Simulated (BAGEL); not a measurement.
**C2H5FSi (SMILES F/C=C/[SiH3]): HF/6-31G(d) (density fitting with qzvpp-jkfit, spherical functions)**

Aim: the vertical ionisation energy of C2H5FSi at HF/6-31G* (density fitting with qzvpp-jkfit, spherical functions), from 2 runs. 

The calculation is run with BAGEL 1.2.2.

1 further run of the same task is left out (it didn't finish).

**1. The system as given**

The species is C2H5FSi (9 atoms), meant as a singlet with charge 0. As SMILES, `F/C=C/[SiH3]`. Geometry: relaxed at PBE0-D4/def2-TZVP.

Bond lengths: F1–C2 1.336 Å, C2–C3 1.322 Å, C3–Si4 1.852 Å, C2–H5 1.086 Å, C3–H6 1.087 Å, Si4–H7 1.487 Å, Si4–H8 1.487 Å, Si4–H9 1.487 Å. Some angles: F1–C2–C3 122.8°, C2–C3–Si4 121.1°, F1–C2–H5 111.4°, C3–C2–H5 125.9°, C2–C3–H6 117.6°, Si4–C3–H6 121.3°, C3–Si4–H7 110.8°, C3–Si4–H8 110.8°, C3–Si4–H9 108.6°, H7–Si4–H8 107.9°.

**2. The energy at HF/6-31G(d) (density fitting with qzvpp-jkfit, spherical functions)**

File hf.json:

```json
{ "bagel": [

{
  "title": "molecule",
  "basis": "6-31gs.json",
  "df_basis": "qzvpp-jkfit",
  "angstrom": "true",
  "geometry": [
    { "atom": "F", "xyz": [   -1.259900,    2.360900,    0.506400 ] },
    { "atom": "C", "xyz": [   -0.578300,    1.355000,   -0.048000 ] },
    { "atom": "C", "xyz": [   -0.336700,    0.219900,    0.584900 ] },
    { "atom": "Si", "xyz": [    0.614100,   -1.145000,   -0.228900 ] },
    { "atom": "H", "xyz": [   -0.264200,    1.599600,   -1.058100 ] },
    { "atom": "H", "xyz": [   -0.716100,    0.118100,    1.598600 ] },
    { "atom": "H", "xyz": [    1.843700,   -1.465600,    0.542800 ] },
    { "atom": "H", "xyz": [   -0.206700,   -2.381600,   -0.316300 ] },
    { "atom": "H", "xyz": [    0.992500,   -0.707600,   -1.598500 ] }
  ]
},
{
  "title": "hf"
},
{
  "title": "print",
  "file": "orbitals.molden",
  "orbitals": "true"
}

]}
```

The basis set 6-31G* is read from a file made from the Basis Set Exchange's data (not shown).

Run with:

```console
$ BAGEL_NUM_THREADS=1 BAGEL hf.json > hf.out
```

Standard output:

```text
* using 1 threads per process

  ===============================================================
  ===============================================================

  *** Geometry ***

  { "atom" : "F", "xyz" : [     -2.380866,      4.461454,      0.956957 ] },
  { "atom" : "C", "xyz" : [     -1.092829,      2.560579,     -0.090707 ] },
  { "atom" : "C", "xyz" : [     -0.636271,      0.415551,      1.105301 ] },
  { "atom" : "Si", "xyz" : [      1.160481,     -2.163736,     -0.432558 ] },
  { "atom" : "H", "xyz" : [     -0.499266,      3.022806,     -1.999519 ] },
  { "atom" : "H", "xyz" : [     -1.353233,      0.223177,      3.020916 ] },
  { "atom" : "H", "xyz" : [      3.484088,     -2.769583,      1.025743 ] },
  { "atom" : "H", "xyz" : [     -0.390606,     -4.500572,     -0.597720 ] },
  { "atom" : "H", "xyz" : [      1.875553,     -1.337170,     -3.020727 ] },

  Number of auxiliary basis functions:      445

  Since a DF basis is specified, we compute 2- and 3-index integrals:
    o Being stored without compression. Storage requirement is 0.017 GB

  Number of basis functions:       70
  Number of electrons      :       40

    * METHOD: MOLECULE                             0.19

  *** RHF ***

  === Nuclear Repulsion ===
   148.9502593729

      * DIIS with orbital gradients will be used.

  === RHF iteration (6-31gs.json) ===
      0       -466.83455690          0.01711900           0.04
      1       -466.93508268          0.00875068           0.04
      2       -466.96063368          0.00195106           0.04
      3       -466.96241729          0.00047155           0.04
      4       -466.96251901          0.00011650           0.04
      5       -466.96252966          0.00003424           0.04
      6       -466.96253072          0.00002175           0.04
      7       -466.96253099          0.00000514           0.04
      8       -466.96253102          0.00000196           0.04
      9       -466.96253102          0.00000093           0.04
     10       -466.96253102          0.00000028           0.04
     11       -466.96253102          0.00000011           0.04
     12       -466.96253102          0.00000004           0.04
     13       -466.96253102          0.00000002           0.04
     14       -466.96253102          0.00000000           0.04
    * SCF iteration converged.

    * Permanent dipole moment:
           (   -0.167067,     0.180515,     0.205838) a.u.

    * METHOD: HF                                   0.68

    * METHOD: PRINT                                0.01

  ===============================================================
```

Wall time 1.1 s (1 thread of Arm Neoverse V1, shared host); peak memory 0.094 GiB.

**3. The doublet cation**

File calc.json:

```json
{ "bagel" : [

{
  "title" : "molecule",
  "basis" : "6-31gs.json",
  "df_basis" : "qzvpp-jkfit",
  "angstrom" : true,
  "geometry" : [
    { "atom" : "F", "xyz" : [      -1.259900,       2.360900,       0.506400 ] },
    { "atom" : "C", "xyz" : [      -0.578300,       1.355000,      -0.048000 ] },
    { "atom" : "C", "xyz" : [      -0.336700,       0.219900,       0.584900 ] },
    { "atom" : "Si", "xyz" : [       0.614100,      -1.145000,      -0.228900 ] },
    { "atom" : "H", "xyz" : [      -0.264200,       1.599600,      -1.058100 ] },
    { "atom" : "H", "xyz" : [      -0.716100,       0.118100,       1.598600 ] },
    { "atom" : "H", "xyz" : [       1.843700,      -1.465600,       0.542800 ] },
    { "atom" : "H", "xyz" : [      -0.206700,      -2.381600,      -0.316300 ] },
    { "atom" : "H", "xyz" : [       0.992500,      -0.707600,      -1.598500 ] }
  ]
},

{
  "title" : "uhf",
  "charge" : 1,
  "nopen" : 1
},

{
  "title" : "print",
  "file" : "orbitals.molden",
  "orbitals" : true
}

]}
```

The basis set 6-31G* is read from a file made from the Basis Set Exchange's data (not shown).

Run with:

```console
$ BAGEL_NUM_THREADS=1 BAGEL calc.json > calc.out
```

Standard output:

```text
* using 1 threads per process

  ===============================================================
  ===============================================================

  *** Geometry ***

  { "atom" : "F", "xyz" : [     -2.380866,      4.461454,      0.956957 ] },
  { "atom" : "C", "xyz" : [     -1.092829,      2.560579,     -0.090707 ] },
  { "atom" : "C", "xyz" : [     -0.636271,      0.415551,      1.105301 ] },
  { "atom" : "Si", "xyz" : [      1.160481,     -2.163736,     -0.432558 ] },
  { "atom" : "H", "xyz" : [     -0.499266,      3.022806,     -1.999519 ] },
  { "atom" : "H", "xyz" : [     -1.353233,      0.223177,      3.020916 ] },
  { "atom" : "H", "xyz" : [      3.484088,     -2.769583,      1.025743 ] },
  { "atom" : "H", "xyz" : [     -0.390606,     -4.500572,     -0.597720 ] },
  { "atom" : "H", "xyz" : [      1.875553,     -1.337170,     -3.020727 ] },

  Number of auxiliary basis functions:      445

  Since a DF basis is specified, we compute 2- and 3-index integrals:
    o Being stored without compression. Storage requirement is 0.017 GB

  Number of basis functions:       70
  Number of electrons      :       40

    * METHOD: MOLECULE                             0.19

  *** Open-shell HF ***

  === Nuclear Repulsion ===
   148.9502593729

      * DIIS with orbital gradients will be used.

  === UHF iteration (6-31gs.json) ===
      0       -466.46397044          0.03589213           0.08
      1       -466.58026272          0.02217696           0.08
      2       -466.60929528          0.01501558           0.08
      3       -466.62844899          0.00202440           0.08
      4       -466.63052175          0.00072362           0.08
      5       -466.63092054          0.00024113           0.08
      6       -466.63100041          0.00005751           0.08
      7       -466.63101899          0.00002104           0.08
      8       -466.63102681          0.00001142           0.08
      9       -466.63103052          0.00000412           0.08
     10       -466.63103110          0.00000147           0.08
     11       -466.63103113          0.00000064           0.08
     12       -466.63103113          0.00000032           0.08
     13       -466.63103113          0.00000017           0.08
     14       -466.63103114          0.00000008           0.08
     15       -466.63103114          0.00000003           0.08
     16       -466.63103114          0.00000001           0.08
     17       -466.63103114          0.00000001           0.08
    * SCF iteration converged.

    * S^2 (UHF) is 0.7555

    * Permanent dipole moment:
           (    0.041060,    -0.087623,    -0.004815) a.u.

    * METHOD: UHF                                  1.50

    * METHOD: PRINT                                0.01

  ===============================================================
```

Run time: 1.9 s. Hardware: 1 thread of Arm Neoverse V1, shared host; peak memory 0.094 GiB.

**4. What came out**

At HF/6-31G* (density fitting with qzvpp-jkfit, spherical functions):

```
                                          quantity          value
                     singlet C2H5FSi: total energy  -466.96253 Eh
                    singlet C2H5FSi: dipole moment         0.82 D
                      singlet C2H5FSi: HOMO energy      -10.36 eV
                      singlet C2H5FSi: LUMO energy        4.09 eV
                    singlet C2H5FSi: HOMO–LUMO gap       14.45 eV
                      doublet cation: total energy  -466.63103 Eh
                              doublet cation: ⟨S²⟩          0.755
vertical ionisation energy (to the doublet cation)       9.021 eV
```

The vertical ionisation energy comes to 9.02 eV (208 kcal/mol). The negative HOMO energy of the first species, 10.36 eV, lies 1.34 eV above that difference.
